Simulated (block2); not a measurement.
# GeClF (SMILES [F][Ge][Cl]): a chain of runs

Wanted: the energy (singlet GeClF, DMRG-CASCI(10 orbitals)/def2-SVP), then the energy (triplet GeClF, DMRG-CASCI(10 orbitals)/def2-SVP), then a single-point energy (doublet GeClF+, DMRG-CASCI(10 orbitals)/def2-SVP) of ClFGe. Input form: a Python script.

The results are computed with block2 0.5.4.

### 1 The structure to begin with

GeClF: 3 atoms, total charge 0, spin state singlet. SMILES: `[F][Ge][Cl]`. The shape is that of a PBE0-D4/def2-TZVP optimisation.

Bond lengths: F1–Ge2 1.748 Å, Ge2–Cl3 2.180 Å. Angles: F1–Ge2–Cl3 98.3°.

### 2 The energy at DMRG-CASCI(10 orbitals)/def2-SVP (start occupation bias 0.3) (run 1)

block2_dmrg.py reads:

```python
import numpy as np
from pyscf import gto, mcscf, mp, scf
from pyblock2._pyscf.ao2mo import integrals as itg
from pyblock2.driver.core import DMRGDriver, SymmetryTypes

geom = """
F
Ge 1 1.748003
Cl 2 2.179677 1 98.34974
"""
mol = gto.M(
    atom=geom,
    basis="def2-svp",
    spin=0,
    verbose=3,
)
print("nao                            = %d" % (mol.nao))
mf = scf.RHF(mol)
mf.conv_tol = 1e-10
mf.max_cycle = 200
mf.kernel()
if not mf.converged:
    mf = mf.newton().run(mf.mo_coeff, mf.mo_occ)
print("SCF energy                     = %.10f" % (mf.e_tot))
# rotate to MP2 natural orbitals
occ_no, mo = mcscf.addons.make_natural_orbitals(mp.MP2(mf, frozen=15).run())
mf.mo_coeff = mo
ncas, n_elec, spin, ecore, h1e, g2e, orb_sym = itg.get_rhf_integrals(mf, ncore=24, ncas=10, pg_symm=False, g2e_symm=1)
drv = DMRGDriver(scratch="./tmp", symm_type=SymmetryTypes.SU2, stack_mem=1500 << 20, n_threads=1)
# orbital ordering
idx = drv.orbital_reordering(h1e, g2e, method="fiedler")
print("orbital order:", idx.tolist())
h1e = h1e[np.ix_(idx, idx)]
g2e = g2e[np.ix_(idx, idx, idx, idx)]
orb_sym = np.array(orb_sym)[idx]
drv.initialize_system(n_sites=ncas, n_elec=n_elec, spin=spin, orb_sym=orb_sym)
mpo = drv.get_qc_mpo(h1e=h1e, g2e=g2e, ecore=ecore, iprint=1)
occs = np.array([1.7] * 5 + [0.3] * 5)[idx]
mps = drv.get_random_mps(tag="GS", bond_dim=50, nroots=1, occs=occs)
bond_dims = [50] * 2 + [100] * 4
noises = [0.0001] * 2 + [1e-05] * 4 + [0]
thrds = [1e-09] * 6
e = drv.dmrg(mpo, mps, n_sweeps=12, tol=1e-06, bond_dims=bond_dims, noises=noises, thrds=thrds, iprint=1)
ms, dws, es = drv.get_dmrg_results()
print("discarded weight               = %.3e" % (dws[-1]))
print(f"E(final)                       = {e:.10f}")
dm1 = drv.get_1pdm(mps)
print("NOONs                          =", np.round(np.linalg.eigvalsh(dm1)[::-1], 5).tolist())
c_act = mf.mo_coeff[:, 24:34][:, idx]
dm_ao = c_act @ dm1 @ c_act.T + 2 * mf.mo_coeff[:, :24] @ mf.mo_coeff[:, :24].T
print("dipole / D                     =", np.round(scf.hf.dip_moment(mol, dm_ao, verbose=0), 4).tolist())
print(f"largest bipartite entropy      = {max(drv.get_bipartite_entanglement(mps)):.4f}")
# exact diagonalisation in the same space
ci = mcscf.CASCI(mf, 10, (5, 5))
ci.fix_spin_(ss=0)
ci.fcisolver.conv_tol = 1e-10
ci.fcisolver.max_cycle = 200
ci.kernel()
print("E(FCI)                         = %.10f" % (ci.e_tot))
```

Command:

```console
$ python block2_dmrg.py
```

The program printed:

```text
nao                            = 64
converged SCF energy = -2633.89184161347
SCF energy                     = -2633.8918416135
E(RMP2) = -2634.4151823711  E_corr = -0.523340757631358
E(SCS-RMP2) = -2634.38727668766  E_corr = -0.495435074190852
orbital order: [1, 8, 7, 4, 6, 3, 2, 5, 9, 0]
integral symmetrize error =  0.0
integral cutoff error =  0.0
mpo terms =       6099

[... 31 lines left out ...]
Sweep =    5 | Direction = backward | Bond dimension =  100 | Noise =  1.00e-05 | Dav threshold =  1.00e-09
Time elapsed =      2.572 | E =   -2633.9492678946 | DE = -2.05e-11 | DW = 1.74051e-07

Sweep =    6 | Direction =  forward | Bond dimension =  100 | Noise =  0.00e+00 | Dav threshold =  1.00e-07
Time elapsed =      3.024 | E =   -2633.9492678811 | DE = 1.34e-08 | DW = 6.45672e-08

discarded weight               = 6.457e-08
E(final)                       = -2633.9492678811
NOONs                          = [1.99551, 1.98857, 1.9839, 1.98326, 1.98073, 0.02365, 0.01945, 0.01362, 0.00835, 0.00296]
dipole / D                     = [1.823, -0.0, -1.5536]
largest bipartite entropy      = 0.1545
CASCI E = -2633.94926796080  E(CI) = -19.4322682155866  S^2 = 0.0000000
E(FCI)                         = -2633.9492679608
```

Run time: 5.4 s. Hardware: 1 thread of Arm Neoverse V2, shared host; peak memory 0.28 GiB.

### 3 The triplet: the energy at DMRG-CASCI(10 orbitals)/def2-SVP (start occupation bias 0.2) (run 3)

block2_dmrg.py reads:

```python
import numpy as np
from pyscf import gto, mcscf, mp, scf
from pyblock2._pyscf.ao2mo import integrals as itg
from pyblock2.driver.core import DMRGDriver, SymmetryTypes

geom = """
F      0.110400     1.418700     0.206200
Ge    -0.762800     0.035600    -0.410300
Cl     0.641600    -1.519100     0.191000
"""
mol = gto.M(
    atom=geom,
    basis="def2-svp",
    spin=2,
    verbose=3,
    max_memory=2000,
)
print("nao                     : %d" % (mol.nao))
mf = scf.ROHF(mol)
mf.conv_tol = 1e-10
mf.max_cycle = 200
mf.kernel()
if not mf.converged:
    mf = mf.newton().run(mf.mo_coeff, mf.mo_occ)
print("E(SCF)                  : %.10f" % (mf.e_tot))
# rotate to MP2 natural orbitals
occ_no, mo = mcscf.addons.make_natural_orbitals(mp.MP2(mf.to_uhf(), frozen=15).run())
mf.mo_coeff = mo
ncas, n_elec, spin, ecore, h1e, g2e, orb_sym = itg.get_rhf_integrals(mf, ncore=24, ncas=10, pg_symm=False, g2e_symm=1)
driver = DMRGDriver(scratch="./tmp", symm_type=SymmetryTypes.SU2, stack_mem=1500 << 20, n_threads=1)
# orbital ordering
idx = driver.orbital_reordering(h1e, g2e, method="fiedler")
print("orbital order:", idx.tolist())
h1e = h1e[np.ix_(idx, idx)]
g2e = g2e[np.ix_(idx, idx, idx, idx)]
orb_sym = np.array(orb_sym)[idx]
driver.initialize_system(n_sites=ncas, n_elec=n_elec, spin=spin, orb_sym=orb_sym)
mpo = driver.get_qc_mpo(h1e=h1e, g2e=g2e, ecore=ecore, iprint=1)
occs = np.array([1.8] * 4 + [1.0] * 2 + [0.2] * 4)[idx]
ket = driver.get_random_mps(tag="GS", bond_dim=50, nroots=1, occs=occs)
bond_dims = [50] * 2 + [100] * 4
noises = [0.0001] * 2 + [1e-05] * 4 + [0]
thrds = [1e-09] * 6
e = driver.dmrg(mpo, ket, n_sweeps=12, tol=1e-06, bond_dims=bond_dims, noises=noises, thrds=thrds, iprint=2)
ms, dws, es = driver.get_dmrg_results()
print("max discarded weight    : %.3e" % (dws[-1]))
print(f"final energy            : {e:.10f}")
dm1 = driver.get_1pdm(ket)
print("natural occupations     :", np.round(np.linalg.eigvalsh(dm1)[::-1], 5).tolist())
c_act = mf.mo_coeff[:, 24:34][:, idx]
dm_ao = c_act @ dm1 @ c_act.T + 2 * mf.mo_coeff[:, :24] @ mf.mo_coeff[:, :24].T
print("dipole moment (debye)   :", np.round(scf.hf.dip_moment(mol, dm_ao, verbose=0), 4).tolist())
print("largest bipartite entropy: %.4f" % (max(driver.get_bipartite_entanglement(ket))))
csf, coef = driver.get_csf_coefficients(ket, cutoff=0.05, iprint=1)
print("leading coefficient squared: %.4f" % (np.max(np.abs(coef)) ** 2))
# FCI check
ci = mcscf.CASCI(mf, 10, (6, 4))
ci.fix_spin_(ss=2)
ci.fcisolver.conv_tol = 1e-10
ci.fcisolver.max_cycle = 200
ci.kernel()
print("E(FCI)                  : %.10f" % (ci.e_tot))
```

Command:

```console
$ python block2_dmrg.py
```

The program printed:

```text
nao                     : 64
converged SCF energy = -2633.79750549279
E(SCF)                  : -2633.7975054928
E(UMP2) = -2634.29932382228  E_corr = -0.501818329490397
E(SCS-UMP2) = -2634.26803695247  E_corr = -0.470531459686895
orbital order: [8, 5, 4, 6, 7, 2, 9, 3, 1, 0]
integral symmetrize error =  0.0
integral cutoff error =  0.0
mpo terms =       6123

[... 64 lines left out ...]
 --> Site =    0-   1 .. Mmps =    4 Ndav =   1 E =  -2633.8370942789 Error = 0.00e+00 FLOPS = 3.84e+08 Tdav = 0.00 T = 0.00
[... 39 lines left out ...]
 --> Site =    4-   5 .. Mmps =  100 Ndav =   6 E =  -2633.8373695729 Error = 3.24e-06 FLOPS = 4.54e+09 Tdav = 0.19 T = 0.35
[... 34 lines left out ...]
 --> Site =    3-   4 .. Mmps =  100 Ndav =   3 E =  -2633.8373604752 Error = 2.73e-07 FLOPS = 4.31e+09 Tdav = 0.03 T = 0.08
 --> Site =    4-   5 .. Mmps =  100 Ndav =   4 E =  -2633.8373698078 Error = 2.82e-06 FLOPS = 4.59e+09 Tdav = 0.13 T = 0.26
 --> Site =    5-   6 .. Mmps =  100 Ndav =   2 E =  -2633.8373594920 Error = 1.19e-08 FLOPS = 3.95e+09 Tdav = 0.01 T = 0.13
 --> Site =    6-   7 .. Mmps =   75 Ndav =   1 E =  -2633.8373594294 Error = 5.23e-20 FLOPS = 2.72e+09 Tdav = 0.00 T = 0.04
 --> Site =    7-   8 .. Mmps =   49 Ndav =   1 E =  -2633.8373594294 Error = 1.90e-20 FLOPS = 1.41e+09 Tdav = 0.00 T = 0.02
 --> Site =    8-   9 .. Mmps =   17 Ndav =   1 E =  -2633.8373594294 Error = 1.22e-21 FLOPS = 3.51e+08 Tdav = 0.00 T = 0.01
[... 8 lines left out ...]
max discarded weight    : 2.823e-06
final energy            : -2633.8373698078
natural occupations     : [1.99716, 1.99559, 1.98307, 1.97645, 1.0042, 1.00131, 0.02059, 0.01807, 0.00267, 0.00089]
dipole moment (debye)   : [-2.5698, -0.6698, -1.4632]
largest bipartite entropy: 0.1877
mps center changed (temporarily)
DTRIE T =      0.001
Number of CSF =          1 (cutoff =      0.05)
Sum of weights of included CSF =    0.971761404954407

CSF          0 0--0020222  =   -0.985779592482217
leading coefficient squared: 0.9718
CASCI E = -2633.83737243530  E(CI) = -19.0986340516893  S^2 = 2.0000000
E(FCI)                  : -2633.8373724353
```

Wall time 6.6 s (1 thread of Arm Neoverse V2, shared host); peak memory 0.29 GiB.

### 4 The doublet cation: a single-point energy at DMRG-CASCI(10 orbitals)/def2-SVP (start occupation bias 0.1) (run 5)

dmrg.py reads:

```python
import numpy as np
from pyscf import gto, mcscf, mp, scf
from pyblock2._pyscf.ao2mo import integrals as itg
from pyblock2.driver.core import DMRGDriver, SymmetryTypes

geom = """
F      0.110400     1.418700     0.206200
Ge    -0.762800     0.035600    -0.410300
Cl     0.641600    -1.519100     0.191000
"""
mol = gto.M(
    atom=geom,
    basis="def2-svp",
    charge=1,
    spin=1,
    verbose=3,
)
print("nao: %d" % (mol.nao))
mf = scf.ROHF(mol)
mf.conv_tol = 1e-10
mf.max_cycle = 200
mf.kernel()
if not mf.converged:
    mf = mf.newton().run(mf.mo_coeff, mf.mo_occ)
print("SCF energy: %.10f" % (mf.e_tot))
# natural orbitals of MP2 give a compact matrix product state
occ_no, mo = mcscf.addons.make_natural_orbitals(mp.MP2(mf.to_uhf(), frozen=15).run())
mf.mo_coeff = mo
ncas, n_elec, spin, ecore, h1e, g2e, orb_sym = itg.get_rhf_integrals(mf, ncore=24, ncas=10, pg_symm=False, g2e_symm=1)
drv = DMRGDriver(scratch="./tmp", symm_type=SymmetryTypes.SU2, stack_mem=1500 << 20, n_threads=1)
# order the orbitals along the chain
idx = drv.orbital_reordering(h1e, g2e, method="gaopt")
print("orbital order:", idx.tolist())
h1e = h1e[np.ix_(idx, idx)]
g2e = g2e[np.ix_(idx, idx, idx, idx)]
orb_sym = np.array(orb_sym)[idx]
drv.initialize_system(n_sites=ncas, n_elec=n_elec, spin=spin, orb_sym=orb_sym)
mpo = drv.get_qc_mpo(h1e=h1e, g2e=g2e, ecore=ecore, iprint=0)
occs = np.array([1.9] * 4 + [1.0] * 1 + [0.1] * 5)[idx]
mps = drv.get_random_mps(tag="GS", bond_dim=25, nroots=1, occs=occs)
bond_dims = [25] * 4 + [50] * 4 + [75] * 2 + [100] * 2
noises = [0.001] * 4 + [0.0001] * 4 + [0.0001] * 2 + [1e-05] * 2 + [0]
thrds = [1e-09] * 12
e = drv.dmrg(mpo, mps, n_sweeps=18, tol=1e-06, bond_dims=bond_dims, noises=noises, thrds=thrds, iprint=2)
ms, dws, es = drv.get_dmrg_results()
print("DW: %.3e" % (dws[-1]))
print("total energy: %.10f" % (e))
dm1 = drv.get_1pdm(mps)
print("natural occupations:", np.round(np.linalg.eigvalsh(dm1)[::-1], 5).tolist())
c_act = mf.mo_coeff[:, 24:34][:, idx]
dm_ao = c_act @ dm1 @ c_act.T + 2 * mf.mo_coeff[:, :24] @ mf.mo_coeff[:, :24].T
print("dipole / D:", np.round(scf.hf.dip_moment(mol, dm_ao, verbose=0), 4).tolist())
print("max block entropy: %.4f" % (max(drv.get_bipartite_entanglement(mps))))
# FCI check
ci = mcscf.CASCI(mf, 10, (5, 4))
ci.fix_spin_(ss=0.75)
ci.fcisolver.conv_tol = 1e-10
ci.fcisolver.max_cycle = 200
ci.kernel()
print("exact diagonalisation: %.10f" % (ci.e_tot))
```

Command:

```console
$ python dmrg.py
```

The program printed:

```text
nao: 64
[... 90 lines left out ...]
 --> Site =    0-   1 .. Mmps =    4 Ndav =   1 E =  -2633.5760221379 Error = 0.00e+00 FLOPS = 1.43e+08 Tdav = 0.00 T = 0.00
[... 75 lines left out ...]
 --> Site =    4-   5 .. Mmps =   75 Ndav =   8 E =  -2633.5772682455 Error = 6.44e-06 FLOPS = 3.98e+09 Tdav = 0.07 T = 0.15
[... 70 lines left out ...]
 --> Site =    3-   4 .. Mmps =  100 Ndav =   2 E =  -2633.5773440672 Error = 1.58e-10 FLOPS = 3.87e+09 Tdav = 0.02 T = 0.07
 --> Site =    4-   5 .. Mmps =  100 Ndav =   3 E =  -2633.5773488861 Error = 1.10e-06 FLOPS = 4.43e+09 Tdav = 0.08 T = 0.23
 --> Site =    5-   6 .. Mmps =  100 Ndav =   3 E =  -2633.5773457052 Error = 2.20e-07 FLOPS = 3.81e+09 Tdav = 0.02 T = 0.14
 --> Site =    6-   7 .. Mmps =   86 Ndav =   1 E =  -2633.5773447635 Error = 8.10e-20 FLOPS = 2.71e+09 Tdav = 0.00 T = 0.04
 --> Site =    7-   8 .. Mmps =   60 Ndav =   1 E =  -2633.5773447635 Error = 1.15e-19 FLOPS = 1.68e+09 Tdav = 0.00 T = 0.02
 --> Site =    8-   9 .. Mmps =   36 Ndav =   1 E =  -2633.5773447635 Error = 1.41e-22 FLOPS = 5.48e+08 Tdav = 0.00 T = 0.01
[... 8 lines left out ...]
DW: 1.097e-06
total energy: -2633.5773488861
natural occupations: [1.99281, 1.98359, 1.9781, 1.96297, 1.00718, 0.02958, 0.02289, 0.01817, 0.00376, 0.00096]
dipole / D: [-4.4381, -1.8805, -2.6026]
max block entropy: 0.2454
CASCI E = -2633.57735006303  E(CI) = -18.7775051243698  S^2 = 0.7500000
exact diagonalisation: -2633.5773500630
```

Run time: 8.7 s. Hardware: 1 thread of Arm Neoverse V2, shared host; peak memory 0.28 GiB.

### 5 What came out

```
                                                                                        quantity           value
                                           run 1, DMRG-CASCI(10 orbitals)/def2-SVP: total energy  -2633.94927 Eh
run 1, DMRG-CASCI(10 orbitals)/def2-SVP: dipole moment (of the density that the program reports)          2.40 D
                                                                           triplet: total energy  -2633.83737 Eh
                                triplet: dipole moment (of the density that the program reports)          3.03 D
                                                                    doublet cation: total energy  -2633.57735 Eh
```
